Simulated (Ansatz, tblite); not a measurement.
**The cluster Ga12N12: rung by rung**

Aim: run the singlet of the cluster Ga12N12 at one geometry on many levels, and compare frontier levels, spin and run time.

Program: Ansatz 0.2.0, Gaussian basis. Level of theory: as each input shows. These are calculated values, not measurements.

Plan: GFN1-xTB, GFN2-xTB, PBE-D4/def2-TZVP, r2SCAN-D4/def2-TZVP, r2SCAN0-D4/def2-TZVP, PBE-D4/def2-SVP, PBE0-D4/def2-SVP, MP2/def2-SVP.

2 further runs of the same task are left out: 2 set aside as unsound or not needed.

## (1) The relaxed structure

The geometry is that of the singlet, from an earlier relaxation (PBE-D4/def2-SVP).

24 atoms, charge 0, spin multiplicity 1.

Bond lengths: Ga1–N13 2.016 Å, Ga1–N14 1.825 Å, Ga1–N19 2.052 Å, Ga2–N13 1.897 Å, Ga2–N16 1.951 Å, Ga2–N18 1.956 Å, Ga3–N13 1.921 Å, Ga3–N19 1.944 Å, Ga3–N22 1.921 Å, Ga4–N15 1.897 Å, Ga4–N17 1.951 Å, Ga4–N18 1.956 Å, Ga5–N14 1.825 Å, Ga5–N15 2.016 Å, Ga5–N20 2.052 Å, Ga6–N15 1.921 Å, Ga6–N20 1.944 Å, Ga6–N23 1.921 Å and more. Angles: N13–Ga1–N14 138.7°, N13–Ga1–N19 87.7°, N14–Ga1–N19 126.2°, N13–Ga2–N16 130.0°, N13–Ga2–N18 114.3°, N16–Ga2–N18 94.8°, N13–Ga3–N19 93.6°, N13–Ga3–N22 151.8°, N19–Ga3–N22 93.6°, N15–Ga4–N17 130.0°, N15–Ga4–N18 114.3°, N17–Ga4–N18 94.8°, N14–Ga5–N15 138.7°, N14–Ga5–N20 126.2°, N15–Ga5–N20 87.7°, N15–Ga6–N20 93.6°, N15–Ga6–N23 151.8°, N20–Ga6–N23 93.6° and more.

PBE0-D4/def2-TZVP was run before; its log isn't repeated, and its numbers join the tables.

## (2) GFN1-xTB

Tight binding, by tblite at 300 K electronic temperature and without a spin-polarisation term:

```python
tblite.interface.Calculator('GFN1-xTB', numbers, positions, charge=0, uhf=0).singlepoint()
```

Energy -1462.6325 eV, HOMO -8.09 eV, LUMO -6.45 eV; 0.13 s.

## (3) GFN2-xTB

Tight binding, by tblite at 300 K electronic temperature and without a spin-polarisation term:

```python
tblite.interface.Calculator('GFN2-xTB', numbers, positions, charge=0, uhf=0).singlepoint()
```

Energy -1344.2029 eV, HOMO -10.87 eV, LUMO -10.46 eV; 0.3 s.

## (4) PBE-D4/def2-TZVP

start.molden holds the orbitals of an earlier run on this state, given as this run's starting guess.

File in.yaml:

```yaml
crystal:
  periodic: [false, false, false]
  atoms:
    - {symbol: Ga, position_ang: [-2.416520, -0.467357, 1.571213]}
    - {symbol: Ga, position_ang: [-2.487691, 0.313522, -1.325637]}
    - {symbol: Ga, position_ang: [-2.157121, 2.161895, 0.732505]}
    - {symbol: Ga, position_ang: [0.250967, -2.427957, -1.444507]}
    - {symbol: Ga, position_ang: [-0.403702, -2.482370, 1.483787]}
    - {symbol: Ga, position_ang: [2.187292, -2.187051, 0.544087]}
    - {symbol: Ga, position_ang: [-0.059794, 0.049793, -2.528132]}
    - {symbol: Ga, position_ang: [-0.316697, 2.482684, -1.334307]}
    - {symbol: Ga, position_ang: [2.422007, -0.258786, -1.453058]}
    - {symbol: Ga, position_ang: [0.007688, -0.006387, 0.324908]}
    - {symbol: Ga, position_ang: [2.488500, 0.407409, 1.472397]}
    - {symbol: Ga, position_ang: [0.475667, 2.422423, 1.559614]}
    - {symbol: N, position_ang: [-3.383122, 0.751079, 0.288436]}
    - {symbol: N, position_ang: [-2.177595, -2.255470, 1.848631]}
    - {symbol: N, position_ang: [0.756196, -3.392545, 0.108814]}
    - {symbol: N, position_ang: [-1.455350, 1.446511, -2.533444]}
    - {symbol: N, position_ang: [1.332673, -1.344314, -2.654363]}
    - {symbol: N, position_ang: [-1.086045, -1.036041, -1.128644]}
    - {symbol: N, position_ang: [-0.981152, 0.988927, 1.743026]}
    - {symbol: N, position_ang: [1.061491, -1.055850, 1.654444]}
    - {symbol: N, position_ang: [1.032486, 1.080667, -1.137040]}
    - {symbol: N, position_ang: [-0.747077, 3.384933, 0.277915]}
    - {symbol: N, position_ang: [3.392270, -0.758724, 0.098434]}
    - {symbol: N, position_ang: [2.264618, 2.182999, 1.830931]}
basis:
  gaussian: {orbitals: def2-TZVP, fitting: {mean_field: def2-universal-jkfit}, initial_orbitals: start.molden}
hamiltonian: {xc: pbe, dispersion: d4}
scf: {omitted_lower_state_checks: [starts]}
output: {forces: true, orbitals: {seedname: orbitals}}
```

On the command line:

```bash
$ ansatz run in.yaml --threads 4 --pin off --events-out ev --progress --plain --max-ram 66560MiB --backend cuda --devices 0, --max-vram 37GiB
```

Further steps of the session: r2SCAN-D4/def2-TZVP; r2SCAN0-D4/def2-TZVP; PBE-D4/def2-SVP; PBE0-D4/def2-SVP; MP2/def2-SVP.

**Question.** What will the summary of the whole plan be? Wanted: gap in def2-TZVP, named functionals, smallest and largest; correlation energy, MP2/def2-SVP; binding an atom, functionals in def2-TZVP; PBE0 total energy, smallest basis above largest.

The runs gave:

| quantity | value |
| --- | --- |
| gap in def2-TZVP, named functionals, smallest and largest | 0.46 eV (PBE-D4), 2.27 eV (r2SCAN0-D4) |
| correlation energy, MP2/def2-SVP | -126.61 eV |
| binding an atom, functionals in def2-TZVP | 3.15 (r2SCAN0-D4) to 3.58 eV (PBE-D4) |
| PBE0 total energy, smallest basis above largest | 101.05 eV (def2-SVP, def2-TZVP) |

In words: Over the named functionals in def2-TZVP the gap runs from 0.46 eV (PBE-D4) to 2.27 eV (r2SCAN0-D4); exact exchange widens it.
